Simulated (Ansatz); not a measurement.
**C3H8AlGaS: geometry and vibrations**

Aim: relax C3H8AlGaS from a cheap starting geometry, then compute its harmonic vibrations to see whether it is a minimum and to get the zero-point energy and entropy.

Program: Ansatz 0.2.0, Gaussian basis. Level of theory: RKS PBE0-D4/def2-TZVP. These are calculated values, not measurements.

Levels to be run: relaxation at PBE0-D4/def2-TZVP; harmonic vibrations at the same level.

1 further run of the same task is left out (set aside as unsound or not needed).

## (1) Where the work starts

14 atoms, charge 0, spin multiplicity 1.

Atoms are counted from 1 here; the program's logs count them from 0.

Bond lengths: C1–C2 1.495 Å, C1–H7 1.109 Å, C1–H8 1.096 Å, C1–H9 1.100 Å, C2–Ga3 2.014 Å, C2–C4 1.339 Å, Ga3–H10 1.576 Å, Ga3–H11 1.586 Å, C4–S5 1.776 Å, C4–H12 1.089 Å, S5–Al6 2.206 Å, Al6–H13 1.545 Å, Al6–H14 1.536 Å. Angles: C2–C1–H7 111.4°, C2–C1–H8 109.8°, C2–C1–H9 112.4°, H7–C1–H8 106.5°, H7–C1–H9 107.6°, H8–C1–H9 108.9°, C1–C2–Ga3 119.6°, C1–C2–C4 125.1°, Ga3–C2–C4 115.1°, C2–Ga3–H10 120.4°, C2–Ga3–H11 119.7°, H10–Ga3–H11 119.9°, C2–C4–S5 127.8°, C2–C4–H12 119.4°, S5–C4–H12 112.7°, C4–S5–Al6 84.7°, S5–Al6–H13 115.2°, S5–Al6–H14 122.2° and more.

Coordinates:

```mol
C3H8AlGaS
  3D, bonds by distance, orders not assigned

 14 13  0  0  0  0  0  0  0  0999 V2000
   -0.9479   -0.7442    0.2821 C   0  0
    0.4022   -0.3714   -0.2418 C   0  0
    2.0012   -1.4975    0.2371 Ga  0  0
    0.6442    0.6191   -1.1097 C   0  0
   -0.5253    1.7428   -1.8326 S   0  0
   -1.3575    1.8678    0.2069 Al  0  0
   -1.2113   -0.1521    1.1817 H   0  0
   -0.9483   -1.7962    0.5898 H   0  0
   -1.7430   -0.5912   -0.4623 H   0  0
    3.4332   -1.1177   -0.2998 H   0  0
    1.8128   -2.7886    1.1383 H   0  0
    1.6582    0.7736   -1.4764 H   0  0
   -0.3549    2.2989    1.3011 H   0  0
   -2.8634    1.7566    0.4856 H   0  0
  1  2  8  0
  2  3  8  0
  2  4  8  0
  4  5  8  0
  5  6  8  0
  1  7  8  0
  1  8  8  0
  1  9  8  0
  3 10  8  0
  3 11  8  0
  4 12  8  0
  6 13  8  0
  6 14  8  0
M  END
```

The start is a GFN2-xTB geometry.

## (2) Optimising with PBE0-D4/def2-TZVP

in.yaml

```yaml
crystal:
  periodic: [false, false, false]
  atoms:
    - {symbol: C, position_ang: [-0.947880, -0.744180, 0.282050]}
    - {symbol: C, position_ang: [0.402150, -0.371360, -0.241770]}
    - {symbol: Ga, position_ang: [2.001170, -1.497490, 0.237140]}
    - {symbol: C, position_ang: [0.644200, 0.619130, -1.109740]}
    - {symbol: S, position_ang: [-0.525330, 1.742770, -1.832600]}
    - {symbol: Al, position_ang: [-1.357520, 1.867830, 0.206950]}
    - {symbol: H, position_ang: [-1.211300, -0.152110, 1.181680]}
    - {symbol: H, position_ang: [-0.948270, -1.796210, 0.589840]}
    - {symbol: H, position_ang: [-1.743010, -0.591240, -0.462330]}
    - {symbol: H, position_ang: [3.433220, -1.117690, -0.299840]}
    - {symbol: H, position_ang: [1.812760, -2.788580, 1.138350]}
    - {symbol: H, position_ang: [1.658170, 0.773620, -1.476440]}
    - {symbol: H, position_ang: [-0.354900, 2.298910, 1.301120]}
    - {symbol: H, position_ang: [-2.863450, 1.756610, 0.485570]}
basis:
  gaussian: {orbitals: def2-TZVP}
hamiltonian: {xc: pbe0, dispersion: d4}
relax: {f_tol: 0.005, max_steps: 150}
```

Command:

```sh
$ ansatz run in.yaml --threads 2 --pin off --events-out ev --progress --plain --max-ram 22528MiB --backend cuda --devices 0, --max-vram 18GiB
```

After this run come: Vibrations by finite differences.

**Question.** What will the summary of the whole plan be? Wanted: point group; shift from the start; total energy; dispersion term; dipole moment; lowest, highest wavenumber; zero-point energy.

**Answer**, as computed:

| quantity | value |
| --- | --- |
| point group | C1 |
| steps | 27 |
| shift from the start (rms) | 0.312 Å |
| total energy | -73035.6003 eV |
| dispersion term | -381 meV |
| dipole moment | 1.38 D |
| lowest, highest wavenumber | 37, 3163 cm⁻¹ |
| zero-point energy | 233.6 kJ/mol |
| entropy at 298.15 K | 421.5 J/(mol K) |

**Reading.** The atoms moved 0.31 Å (rms) from the start; the bond that changed most is C2–Ga3, from 2.014 to 1.953 Å. No mode is imaginary: a true minimum at this level. The stiffest mode, 3163 cm⁻¹, is a C–H stretch, and 5 modes under 200 cm⁻¹ make the vibrational entropy uncertain. Harmonic hybrid wavenumbers usually lie a few per cent above measured fundamentals. The largest Mulliken charge, -0.41 e, sits on C1.
